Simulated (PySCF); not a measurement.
# C2H4BN: the cost of one run

Programs: PySCF 2.14.0, with density-fitted response routines of our own. Each step states its level of theory. These are calculated values for one molecule in the gas phase, unless marked as measured. Atoms are numbered from 0 throughout.

## Step 1: The molecule as given

8 atoms, charge 0, multiplicity 1; geometry from: PBE0-D3(BJ)/def2-SVP.

Bonds of the start (Å): C0–C1 1.22, C1–B2 1.54, B2–N3 1.39, C0–H4 1.08, B2–H5 1.21, N3–H6 1.01, N3–H7 1.01.

## Step 2: Nuclear shieldings: PBE0/pcSseg-2

The job: settings as JSON, then the geometry in Å.

```
{"job": {"kind": "nmr", "xc": "PBE0", "basis": "pcSseg-2", "pop": false}, "charge": 0, "multiplicity": 1}
C      2.119662    -0.339060     0.518956
C      0.999652     0.067213     0.266413
B     -0.402835     0.606763    -0.047134
N     -1.442741    -0.259134    -0.368338
H      3.111056    -0.690986     0.743230
H     -0.621049     1.796028    -0.018067
H     -1.332119    -1.264232    -0.411783
H     -2.376621     0.064859    -0.579814
```

With the program's defaults for keys left out, this is: GIAO PBE0/pcSseg-2 NMR shielding, non-relativistic, gas phase.

The run is started by

```bash
> OMP_NUM_THREADS=1 python probes_run.py task.json out
```

The driver reads the jobs from task.json and runs them one after another.

**Question.** How long does this first job take on 1 thread of Arm Neoverse V1, shared host, and how much memory does it need?

About 9.4 s, with a peak of 0.87 GiB.
